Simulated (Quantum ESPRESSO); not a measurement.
Wanted: the native input for a Quantum ESPRESSO 7.5 run.

| Property | Result |
| --- | --- |
| Task | single point |
| Functional | PBE |
| Potentials or basis | SSSP 1.3 efficiency PBE |
| Cutoff | 748 eV |
| Density cutoff | 5987 eV |
| k mesh | 6 × 6 × 4 |
| Occupations | fermi-dirac, width 0.05 eV |
| Spin | no spin polarisation |
| Mixing beta | 0.5 |
| Most SCF iterations | 120 |
| SCF threshold | 1e-09 Ry |

Crystal: PbI2Cl2.

```xyz
5
Lattice="5.2380 0.0000 0.0000 -2.6190 4.5362 0.0000 0.0000 0.0000 7.1673" Properties=species:S:1:pos:R:3 pbc="T T T"
Pb    0.0000    0.0000    0.0000
I     0.0000    3.0241    5.4923
I     2.6190    1.5121    1.6750
Cl    0.0000    3.0241    4.1169
Cl    2.6190    1.5121    3.0504
```

The cell was built by a generator and needn't be a form met in nature.

One way to write it, as run:

pw.in

```
&CONTROL
  calculation = 'scf'
  prefix = 'pwscf'
  outdir = './tmp'
  pseudo_dir = './pseudo'
  tprnfor = .true.
  tstress = .true.
  disk_io = 'nowf'
/
&SYSTEM
  ibrav = 0
  nat = 5
  ntyp = 3
  ecutwfc = 55
  ecutrho = 440
  nbnd = 30
  occupations = 'smearing'
  smearing = 'fd'
  degauss = 0.00367493
/
&ELECTRONS
  conv_thr = 1d-09
  electron_maxstep = 120
  mixing_beta = 0.5
/
ATOMIC_SPECIES
Pb   207.2000 Pb.pbe-dn-kjpaw_psl.0.2.2.UPF
I    126.9045 I.pbe-n-kjpaw_psl.0.2.UPF
Cl    35.4500 cl_pbe_v1.4.uspp.F.UPF
CELL_PARAMETERS angstrom
   5.2379605500    0.0000000000    0.0000000000
  -2.6189802700    4.5362069000    0.0000000000
   0.0000000000    0.0000000000    7.1673469100
ATOMIC_POSITIONS crystal
Pb     0.0000000000    0.0000000000    0.0000000000
I      0.3333333300    0.6666666700    0.7663000200
I      0.6666666700    0.3333333300    0.2336999800
Cl     0.3333333300    0.6666666700    0.5744000100
Cl     0.6666666700    0.3333333300    0.4255999900
K_POINTS automatic
6 6 4 0 0 0
```

Potentials or basis: SSSP 1.3 efficiency PBE.

Run with:

```sh
$ OMP_NUM_THREADS=1 pw.x -in pw.in > pw.out
```

It gave:

```
Pressure               : 145.0 GPa
Largest force          : 167.741 eV/Å
Band gap on the k mesh : none (metal or under the smearing width)
```

Caveat: a pressure of tens of GPa on the cell as given is suspect, and the run, the potentials or the cell itself is likely at fault; forces of over 1 eV/Å show positions far from the minimum, so gaps and moduli don't describe the material at rest.

It took 2.4 min on 1 thread of Intel(R) Xeon(R) Platinum 8488C (Sapphire Rapids), on a shared host, peak memory 0.73 GiB.
